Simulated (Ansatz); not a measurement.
# Al2FH7Si2: small, medium and large basis sets

How large a basis does Al2FH7Si2 need? Two functionals are run in growing sets.

The runs use Ansatz 0.2.0, Gaussian basis; one geometry, several basis sets.

Levels to be run: PBE0-D4/def2-SVP; ωB97M-V/def2-SVP; PBE0-D4/def2-QZVPP; ωB97M-V/def2-QZVPP; the functionals' def2-TZVPP values are taken from earlier runs.

## (1) Structure used throughout

The geometry comes from an earlier relaxation with PBE0-D4 in a triple-zeta def2 set; it is a stationary point, not always the lowest conformer.

SMILES `[F][AlH][SiH2][SiH2][AlH2]`, 12 atoms, charge 0, spin multiplicity 1.

Atoms are counted from 1 here; the program's logs count them from 0.

Bond lengths: F1–Al2 1.742 Å, Al2–Si3 2.425 Å, Al2–H6 1.578 Å, Si3–Si4 2.347 Å, Si3–H7 1.489 Å, Si3–H8 1.493 Å, Si4–Al5 2.486 Å, Si4–H9 1.492 Å, Si4–H10 1.496 Å, Al5–H11 1.594 Å, Al5–H12 1.588 Å. Angles: F1–Al2–Si3 105.1°, F1–Al2–H6 108.7°, Si3–Al2–H6 146.2°, Al2–Si3–Si4 96.2°, Al2–Si3–H7 112.9°, Al2–Si3–H8 104.3°, Si4–Si3–H7 121.5°, Si4–Si3–H8 111.7°, H7–Si3–H8 108.6°, Si3–Si4–Al5 100.1°, Si3–Si4–H9 109.4°, Si3–Si4–H10 103.9°, Al5–Si4–H9 120.1°, Al5–Si4–H10 114.6°, H9–Si4–H10 107.3°, Si4–Al5–H11 113.5°, Si4–Al5–H12 118.9°, H11–Al5–H12 121.4°.

## (2) PBE0-D4 in def2-SVP

The input, in.yaml:

```yaml
crystal:
  periodic: [false, false, false]
  atoms:
    - {symbol: F, position_ang: [-1.885755, 0.173697, 0.048000]}
    - {symbol: Al, position_ang: [-1.183643, 0.204439, 1.641410]}
    - {symbol: Si, position_ang: [1.172456, -0.260027, 1.302095]}
    - {symbol: Si, position_ang: [1.239261, 0.398908, -0.949275]}
    - {symbol: Al, position_ang: [-1.045914, -0.267835, -1.666086]}
    - {symbol: H, position_ang: [-2.315664, 0.546816, 2.685789]}
    - {symbol: H, position_ang: [2.042537, 0.381898, 2.326388]}
    - {symbol: H, position_ang: [1.281300, -1.742127, 1.447605]}
    - {symbol: H, position_ang: [2.434813, -0.204480, -1.606363]}
    - {symbol: H, position_ang: [1.464921, 1.876609, -0.884914]}
    - {symbol: H, position_ang: [-1.279400, -1.844901, -1.656264]}
    - {symbol: H, position_ang: [-1.847913, 0.681804, -2.654283]}
basis:
  gaussian: {orbitals: def2-SVP}
hamiltonian: {xc: pbe0, dispersion: d4}
output: {orbitals: {seedname: orbitals}}
```

Run with:

```bash
$ ansatz run in.yaml --threads 4 --pin off --events-out ev --progress --plain --max-ram 10444MiB
```

After this run come: ωB97M-V in def2-SVP; PBE0-D4 in def2-QZVPP; ωB97M-V in def2-QZVPP.

Before running them: what should the planned runs give, taken together? Wanted: PBE0-D4: double and triple zeta above quadruple; ωB97M-V: double and triple zeta above quadruple.

The runs gave:

| quantity | value |
| --- | --- |
| PBE0-D4: double and triple zeta above quadruple | 14.53, 1.09 eV |
| ωB97M-V: double and triple zeta above quadruple | 14.58, 1.05 eV |

What this shows: PBE0-D4 gains 13.44 eV from double to triple zeta, then 1.09 eV more. These are total energies; as a rule much of such shifts cancels in differences, which this series doesn't test.
